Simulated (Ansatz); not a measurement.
# Co2Ge: the cost of one run

Program: Ansatz 0.2.0. Level of theory: DFT PBEsol, scalar-relativistic, plane waves, PAW. These are calculated values, not measurements.

## 1. The starting structure

It takes space group Pnma (No. 62, orthorhombic). Conventional cell: a = 4.988 Å, b = 3.816 Å, c = 7.144 Å, α = 90.00°, β = 90.00°, γ = 90.00°. Co (site symmetry m) has 5 Ge at 2.33 to 2.66 Å and 8 Co at 2.52 to 2.73 Å as nearest neighbours. Co (site symmetry m) has 5 Ge at 2.41 to 2.61 Å and 8 Co at 2.52 to 2.73 Å as nearest neighbours. Ge (site symmetry m) is surrounded by 10 Co at 2.33 to 2.66 Å.

As a file:

```
Co Ge
1.0
     4.98848    0.00000    0.00000
     0.00000    3.81633    0.00000
     0.00000    0.00000    7.14423
Co Ge
8 4
Direct
  0.32576 0.25000 0.93750
  0.82576 0.25000 0.56250
  0.67424 0.75000 0.06250
  0.17424 0.75000 0.43750
  0.96247 0.25000 0.22356
  0.46247 0.25000 0.27644
  0.03753 0.75000 0.77644
  0.53753 0.75000 0.72356
  0.29635 0.25000 0.60505
  0.79635 0.25000 0.89495
  0.70365 0.75000 0.39495
  0.20365 0.75000 0.10505
```

Source of the structure: the Materials Project (structure only).

(A quick probe on a coarse mesh, which set the mesh and smearing, is not shown.)

## 3. Full relaxation

Contents of input.yaml:

```yaml
crystal:
  lattice:
    - [4.98848386, 0.0, 0.0]
    - [0.0, 3.816331, 0.0]
    - [0.0, 0.0, 7.14423424]
  atoms:
    - { symbol: Co, position: [0.32575797, 0.25, 0.93750488], spin: 0.48 }
    - { symbol: Co, position: [0.82575797, 0.25, 0.56249512], spin: 0.48 }
    - { symbol: Co, position: [0.67424203, 0.75, 0.06249512], spin: 0.48 }
    - { symbol: Co, position: [0.17424203, 0.75, 0.43750488], spin: 0.48 }
    - { symbol: Co, position: [0.96246901, 0.25, 0.22356088], spin: 0.74 }
    - { symbol: Co, position: [0.46246901, 0.25, 0.27643912], spin: 0.74 }
    - { symbol: Co, position: [0.03753099, 0.75, 0.77643912], spin: 0.74 }
    - { symbol: Co, position: [0.53753099, 0.75, 0.72356088], spin: 0.74 }
    - { symbol: Ge, position: [0.29634793, 0.25, 0.60504554] }
    - { symbol: Ge, position: [0.79634793, 0.25, 0.89495446] }
    - { symbol: Ge, position: [0.70365207, 0.75, 0.39495446] }
    - { symbol: Ge, position: [0.20365207, 0.75, 0.10504554] }
basis:
  ecutwfc: 420
kpoints:
  mp_grid: { grid: [8, 10, 6] }
hamiltonian:
  xc: pbesol
scf:
  occupations: { method: gaussian, width: 0.1 }
output:
  forces: true
  stress: true
  eigenvalues: true
  populations: true
  write_density: true
  write_potential: true
  elf: true
  volumetric_format: npy
magnetization:
  spin_polarized: true
relax:
  adjacent_minimum: "off"
  f_tol: 0.005
  max_steps: 80
  cell: { stress_tol: 0.05 }
```

The run is started by

```sh
ansatz run input.yaml --threads 4 --pin off --max-ram 9216MiB --backend cpu --events-out ev --progress --plain --runs-dir out
```

What time and memory should one allow on 4 threads of Intel Xeon at 2.50GHz (Skylake/Cascade Lake), shared host?

About 27 min, with a peak of 2.9 GiB.
